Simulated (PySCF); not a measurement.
# C4H10ClFSi: electronic excitations

Aim: predict the electronic excitations of C4H10ClFSi (`C[C@]([SiH3])(Cl)CCF`).

The runs use PySCF 2.14.0, with density-fitted response routines of our own; the level of theory stands in each step. All values are computed, except where a source is named. Atoms count from 0, in the outputs and in this text.

### 1 The starting structure

17 atoms, charge 0, multiplicity 1; geometry from: GFN2-xTB.

Bonds of the start (Å): C0–C1 1.52, C1–Si2 1.93, C1–Cl3 1.81, C1–C4 1.52, C4–C5 1.52, C5–F6 1.38, C0–H7 1.09, C0–H8 1.09, C0–H9 1.09, Si2–H10 1.46, Si2–H11 1.46, Si2–H12 1.46, C4–H13 1.09, C4–H14 1.09, C5–H15 1.09, C5–H16 1.09.

### 2 Excited states and response: wB97X-D/def2-SVPD

What the job is given:

```
{"job": {"kind": "uv", "xc": "wB97X-D", "basis": "def2-SVPD", "nstates": 8, "ntriplets": 3}, "charge": 0, "multiplicity": 1}
C     -0.916391    -1.237972    -1.230770
C     -0.234990    -0.060660    -0.553853
Si    -1.455220     0.959267     0.535419
Cl     0.281114     1.076937    -1.867188
C      1.022787    -0.536253     0.161591
C      1.752922     0.559326     0.918621
F      1.042868     0.908868     2.046295
H     -0.222109    -1.774049    -1.878144
H     -1.289463    -1.926955    -0.474993
H     -1.756771    -0.901658    -1.833015
H     -2.668008     1.085583    -0.274430
H     -1.720241     0.188352     1.747075
H     -0.889781     2.273898     0.799393
H      1.718927    -0.974333    -0.558812
H      0.734692    -1.312783     0.874839
H      2.734520     0.219335     1.262922
H      1.858147     1.465126     0.315139
```

With the program's defaults for keys left out, this is: TDDFT wB97X-D/def2-SVPD, vertical, gas phase, core orbitals frozen in the response.

Launch:

```
OMP_NUM_THREADS=1 python probes_run.py task.json out
```

The driver reads the jobs from task.json and runs them one after another.

Standard output:

```text
coarse grid: 14880 points
cycle   1  E = -1007.2954831953  dE =  6.619e-01  |g| = 5.199e-01  |ddm| = 6.008e+00
cycle   2  E = -1007.3042745749  dE = -8.791e-03  |g| = 5.581e-01  |ddm| = 1.898e+00
cycle   3  E = -1007.3577976372  dE = -5.352e-02  |g| = 5.333e-02  |ddm| = 6.822e-01
cycle   4  E = -1007.3583936701  dE = -5.960e-04  |g| = 2.081e-02  |ddm| = 1.501e-01
cycle   5  E = -1007.3585049026  dE = -1.112e-04  |g| = 5.023e-03  |ddm| = 6.060e-02
cycle   6  E = -1007.3585116154  dE = -6.713e-06  |g| = 1.479e-03  |ddm| = 1.741e-02
final grid: 133832 points
cycle   7  E = -1007.4875891582  dE = -1.385e-04  |g| = 7.921e-03  |ddm| = 2.286e-01
cycle   8  E = -1007.4875904161  dE = -1.258e-06  |g| = 8.434e-03  |ddm| = 3.225e-02
cycle   9  E = -1007.4876019322  dE = -1.152e-05  |g| = 6.539e-04  |ddm| = 8.095e-03
cycle  10  E = -1007.4876020344  dE = -1.021e-07  |g| = 3.590e-04  |ddm| = 2.654e-03
cycle  11  E = -1007.4876020662  dE = -3.183e-08  |g| = 4.374e-05  |ddm| = 1.080e-03
cycle  12  E = -1007.4876020670  dE = -8.404e-10  |g| = 1.467e-05  |ddm| = 2.287e-04
converged SCF energy = -1007.4876020670

Static polarisability (au): isotropic 88.851, principal 86.096 88.770 91.687

Singlet excitations
state   eV       nm        f      main configurations
  1   6.8681    180.5   0.01222   H->L 0.62, H->L+1 0.19, H->L+2 0.08
  2   7.3480    168.7   0.00197   H-1->L 0.64, H-1->L+1 0.18, H-1->L+2 0.09
  3   7.9008    156.9   0.00284   H->L+1 0.66, H->L+2 0.14, H->L 0.10
  4   8.4491    146.7   0.25307   H->L+2 0.49, H->L 0.19
  5   8.5407    145.2   0.04297   H-1->L+1 0.59, H-1->L 0.14
  6   8.6250    143.7   0.02383   H-3->L 0.30, H-3->L+1 0.17
  7   8.7222    142.1   0.03947   H->L+6 0.31, H->L+3 0.22, H-2->L 0.10
  8   8.7651    141.5   0.00866   H-2->L+1 0.23, H->L+6 0.19, H-2->L 0.09

Triplet excitations (Tamm-Dancoff, eV): 6.2090 6.7195 7.5847
```

Wall time 68 s (1 thread of Arm Neoverse V1, shared host); peak memory 1 GiB.

Frontier orbitals and where they lie:

```tsv
orbital	eV	atoms
HOMO−3	-11.38	Cl3 23 %, Si2 20 %, H10 11 %
HOMO−2	-11.28	Si2 19 %, F6 15 %, H12 12 %
HOMO−1	-10.47	Cl3 72 %, C1 8 %, C0 6 %
HOMO	-9.85	Cl3 48 %, C1 21 %, Si2 14 %
LUMO	1.96	Cl3 44 %, C1 15 %, Si2 15 %
LUMO+1	2.10	Si2 22 %, C0 12 %, Cl3 11 %
LUMO+2	2.44	Si2 44 %, H12 11 %, Cl3 10 %
```

With each of the 8 states as a Gaussian band of 0.4 eV half-width at 1/e, the curve within the window shown has maxima at 180 nm (ε 510), 146 nm (ε 14,000) L/(mol cm). Beyond the last state computed it falls off for lack of states. The curve at chosen wavelengths:

| nm | ε (L/mol/cm) |
| --- | --- |
| 137 | 2522 |
| 139 | 5040 |
| 142 | 10084 |
| 144 | 12918 |
| 147 | 13888 |
| 149 | 12099 |
| 152 | 7625 |
| 154 | 4809 |
| 157 | 1989 |
| 159 | 1010 |
| 161 | 508 |
| 164 | 228 |
| 166 | 188 |
| 169 | 220 |
| 171 | 276 |
| 174 | 380 |
| 176 | 447 |
| 178 | 495 |
| 181 | 512 |
| 183 | 484 |
| 186 | 396 |
| 188 | 321 |
| 191 | 212 |
| 193 | 151 |
| 196 | 83 |
| 198 | 53 |

Ground-state properties from the same run:

```tsv
property	computed
dipole moment (D)	2.03
polarisability (Å³)	13.17
HOMO–LUMO gap (eV)	11.80
−ε(HOMO) (eV)	9.85
```

### 3 Summary of results

| quantity | value |
| --- | --- |
| lowest singlet (wB97X-D/def2-SVPD) | 6.87 eV (181 nm), f = 0.012 |
| brightest single state of those computed | state 4, 8.45 eV, f = 0.253 |
| lowest triplet | 6.21 eV |

**Reading.** The lowest singlet, at 6.87 eV, is HOMO→LUMO 0.62, HOMO→LUMO+1 0.19 and is weak; of the 8 states computed, the strongest absorption comes from state 4 at 8.45 eV. The lowest triplet lies 0.66 eV below the lowest singlet (triplets in Tamm-Dancoff, singlets in full TDDFT).
